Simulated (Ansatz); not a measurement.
Lu₃SnC, space group Pm-3m: relaxations under a series of pressures, run with Ansatz 0.2.0, Python API.

Script `run_compress.py`:
```python
# -*- coding: utf-8 -*-
"""Cell of Lu3SnC under pressure."""

import ansatz
import numpy as np
import pandas as pd

SMEARING_WIDTH = 0.15

def edges_and_angles(cell):
    cell = np.asarray(cell)
    a, b, c = np.linalg.norm(cell, axis=1)
    cosines = cell[1] @ cell[2] / (b * c), cell[0] @ cell[2] / (a * c), cell[0] @ cell[1] / (a * b)
    return (a, b, c, *np.degrees(np.arccos(cosines)))

cell = (
    ansatz.Lattice.cubic(4.72822)
    .space_group(221)
    .atom("Lu", [0.5, 0.0, 0.5])
    .atom("Sn", [0.0, 0.0, 0.0])
    .atom("C", [0.5, 0.5, 0.5])
)

calculation = (
    cell.calculation()
    .functional(ansatz.Functional.PBESOL)
    .pseudopotentials("paw")
    .kpoints(5)
    .occupations(ansatz.OccupationsMethod.COLD, width=SMEARING_WIDTH)
)

# H = F + PV, with 1 GPa A^3 = 1/160.21766 eV
rows = []
for pressure in [0, 2, 4, 6, 8]:
    outcome = calculation.relax(cell=True, pressure=pressure).run()
    cell = outcome.lattice.cell_ang
    n_atoms = len(outcome.lattice.sites)
    volume = abs(np.linalg.det(cell)) / n_atoms
    enthalpy = outcome.report["free_energy_ev"] / n_atoms + pressure * volume / 160.21766
    rows.append((pressure, volume, enthalpy, *edges_and_angles(cell)))
    print(f"{pressure} GPa done: {volume:.4f} A^3/atom")

table = pd.DataFrame(rows, columns=["P_GPa", "V_A3_atom", "H_eV_atom", "a", "b", "c", "alpha", "beta", "gamma"])
print(table.round(4).to_string(index=False))
p, v = np.array([row[0] for row in rows], float), np.array([row[1] for row in rows])
print("mean bulk modulus between rows (GPa):", np.round(-np.diff(p) / np.diff(np.log(v)), 1))
```

From its runs, with one value withheld:

| P (GPa) | relaxed V (Å³/atom) |
| --- | --- |
| 0 | 20.564 |
| 2 | 20.158 |
| 4 | 19.787 |
| 6 | ? |
| 8 | 19.135 |

What volume does the cell relax to at 6 GPa?

Murnaghan's form V = V0 (1 + B' P / B0)^(-1/B') through the 4 rows shown gives V0 = 20.564 Å³, B0 = 96.3 GPa and B' = 3.86, and so 19.448 Å³ an atom at 6 GPa. The run gave 19.445 Å³, 0.01 % away.

At a fixed pressure a relaxation lowers the enthalpy F + PV, while F alone can rise. For a metal this k-point mesh is coarse: on a finer one energies can move by several to tens of meV an atom and pressures by half a GPa or more, differences at one mesh by less. This cell is a computed structure, which may not be the phase found in nature. Symmetry holds the cell in this phase, whether or not it is the stable one at each pressure. Hardware and time: 100 s on 1 thread of AMD EPYC 7R43 64-Core Processor (Zen 3), on a shared host, peak memory 0.57 GiB.
